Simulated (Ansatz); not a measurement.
# HfTi, space group P-6m2: a relaxation of cell and ions

Computed with Ansatz 0.2.0, Python API.

The script reads `hfti.vasp`:
```text
HfTi
1.0
   3.08614830    0.00000000    0.00000000
  -1.54307415    2.67268283    0.00000000
   0.00000000    0.00000000    4.82925934
Hf Ti
1 1
Direct
   0.66666667    0.33333333    0.50000000
   0.33333333    0.66666667    0.00000000
```

The cells in order, each with its output:

In [1]:
```python
import ansatz as az
from ase.data import atomic_numbers
from ase.io import read
import numpy as np
import spglib
```

In [2]:
```python
XC = "r2SCAN"
VDW = "d4"
ECUT = 550
KGRID = (11, 11, 6)
OCCUPATIONS = "cold"
SMEARING_WIDTH = 0.3
FORCE_TOL = 0.001
```

In [3]:
```python
def edges_and_angles(cell):
    cell = np.asarray(cell)
    a, b, c = np.linalg.norm(cell, axis=1)
    cosines = cell[1] @ cell[2] / (b * c), cell[0] @ cell[2] / (a * c), cell[0] @ cell[1] / (a * b)
    return (a, b, c, *np.degrees(np.arccos(cosines)))
```

In [4]:
```python
atoms = read("hfti.vasp", format="vasp")
structure = az.Crystal.from_ase(atoms)
```

In [5]:
```python
structure.resolved().tree()["lattice"]
```
Out [5]:
```text
((3.0861483, 0.0, 0.0), (-1.54307415, 2.67268283, 0.0), (0.0, 0.0, 4.82925934))
```

In [6]:
```python
calculation = (
    structure.calculation()
    .functional(XC, dispersion=VDW)
    .basis(ECUT)
    .kpoints(*KGRID)
    .occupations(OCCUPATIONS, width=SMEARING_WIDTH)
    .relax(force_tolerance=FORCE_TOL, max_displacement=0.05, pressure=2)
    .stress()
)
steps = []
```

In [7]:
```python
def follow(event):
    if event["event"] != "relax_step":
        return
    row = event["data"]
    steps.append(row)
    print(f"step {row['step']:3d}  E = {row['lagrangian_ev']:.5f} eV  largest force component = {row['allowed_force_max_ev_ang']:.4f} eV/A  P = {row['pressure_gpa']:.3f} GPa")
```

In [8]:
```python
done = calculation.session().plan(threads=1).execute(on_event=follow)
summary = done.report
```
```text
step   1  E = -18237.45484 eV  largest force component = 0.0000 eV/A  P = -0.331 GPa
step   2  E = -18237.42335 eV  largest force component = 0.0000 eV/A  P = 5.782 GPa
step   3  E = -18237.45140 eV  largest force component = 0.0000 eV/A  P = 1.920 GPa
step   4  E = -18237.45107 eV  largest force component = 0.0000 eV/A  P = 2.006 GPa
step   5  E = -18237.45090 eV  largest force component = 0.0000 eV/A  P = 2.003 GPa
```

In [9]:
```python
summary["converged"], summary["free_energy_ev"]
```
Out [9]:
```text
(True, -18237.450899388416)
```

In [10]:
```python
first, last = steps[0], steps[-1]
symbols = [site.symbol for site in done.lattice.sites]
print(f"energy gained {first['lagrangian_ev'] - last['lagrangian_ev']:.4f} eV in {len(steps) - 1} steps")
for label, vectors in (("before", first["cell_ang"]), ("after", done.lattice.cell_ang)):
    print(label, "a b c (A) {:.4f} {:.4f} {:.4f}  angles {:.2f} {:.2f} {:.2f}".format(*edges_and_angles(vectors)), f" V = {abs(np.linalg.det(vectors)):.3f} A^3")
print("final stress xx yy zz (GPa, compression positive):", np.round(np.diag(summary["stress_gpa"]), 3) + 0.0)
```
```text
energy gained -0.0039 eV in 4 steps
before a b c (A) 3.0861 3.0861 4.8293  angles 90.00 90.00 120.00  V = 39.833 A^3
after a b c (A) 3.0688 3.0688 4.7857  angles 90.00 90.00 120.00  V = 39.032 A^3
final stress xx yy zz (GPa, compression positive): [2.014 2.014 1.981]
```

In [11]:
```python
fractions = [site.position_frac for site in done.lattice.sites]
numbers = [atomic_numbers[s] for s in symbols]
for tolerance in (1e-3, 1e-2, 1e-1):
    print(f"space group at {tolerance} A:", spglib.get_spacegroup((done.lattice.cell_ang, fractions, numbers), symprec=tolerance))
```
```text
space group at 0.001 A: P-6m2 (187)
space group at 0.01 A: P-6m2 (187)
space group at 0.1 A: P-6m2 (187)
```

In [12]:
```python
print("relaxed fractional positions")
for site in done.lattice.sites:
    print(f"  {site.symbol:2s}", " ".join(f"{v % 1:8.5f}" for v in np.round(site.position_frac, 5)))
```
```text
relaxed fractional positions
  Hf  0.66667  0.33333  0.50000
  Ti  0.33333  0.66667  0.00000
```

In [13]:
```python
for key in ("converged", "n_iterations", "n_electrons", "n_kpoints", "n_pw", "n_symmetry_ops", "free_energy_ev", "fermi_energy_ev"):
    print(f"{key:18s} {summary[key]}")
```
```text
converged          True
n_iterations       6
n_electrons        38.0
n_kpoints          64
n_pw               1105
n_symmetry_ops     12
free_energy_ev     -18237.450899388416
fermi_energy_ev    17.32728689471086
```

In [14]:
```python
terms = summary["components"]
{name: round(terms[name], 3) for name in ("e_kinetic", "e_hartree", "e_xc", "e_local", "e_nonlocal", "e_ewald", "e_paw") if name in terms}
```
Out [14]:
```text
{'e_kinetic': 698.874,
 'e_hartree': 2963.692,
 'e_xc': -376.984,
 'e_local': -6383.953,
 'e_nonlocal': -1240.984,
 'e_ewald': -5888.334,
 'e_paw': -8009.7}
```

In [15]:
```python
principal = np.linalg.eigvalsh(np.array(summary["stress_gpa"]))
mises = np.sqrt(0.5 * sum((principal[i] - principal[i - 1]) ** 2 for i in range(3)))
print("principal stresses (GPa, compression positive):", np.round(principal, 3))
print(f"mean {principal.mean():.3f} GPa, von Mises {mises:.3f} GPa, PV = {principal.mean() * summary['setup']['cell_volume_ang3'] / 160.21766:.4f} eV")
```
```text
principal stresses (GPa, compression positive): [1.981 2.014 2.014]
mean 2.003 GPa, von Mises 0.033 GPa, PV = 0.4880 eV
```

Reading the output:
- The settings weren't tested for convergence.
- Spin is left out of this run.
- Forces vanish by symmetry, so the ions can't move, and the end may be a saddle.
- The energy terms are those on the plane-wave grid, with the one-centre PAW part apart; the terms shown are only some of the summands, so they needn't add up to F.
- Part of the cell is held or a pressure is applied, so the end point needn't be the zero-pressure lattice.
- At a fixed pressure a relaxation lowers the enthalpy F + PV, while F alone can rise.
- Dispersion corrections can be off by several per cent in the lattices of metals, and by several GPa in the pressure at a fixed cell.
- The mesh is modest for a metal, so energies can be off by several to tens of meV an atom and pressures by half a GPa or more; differences at equal mesh fare better.
- An absolute Fermi energy rests on an arbitrary zero of the periodic potential and has no direct meaning.
- Energies along a relaxation are free energies. Rows at an unchanged volume are solved on a plane-wave basis chosen afresh for that cell, so the energy jumps there and such rows are no steps of the walk.
- Symmetry holds the cell in this phase, whether or not it is the stable one at this pressure.
- Spin-orbit coupling, which matters for elements this heavy, is left out.
- The structure comes from a database of computed cells and needn't be a stable or known phase.
- Hardware and time: 77 s on 1 thread of Arm Neoverse V1 (shared host), peak memory 0.63 GiB.
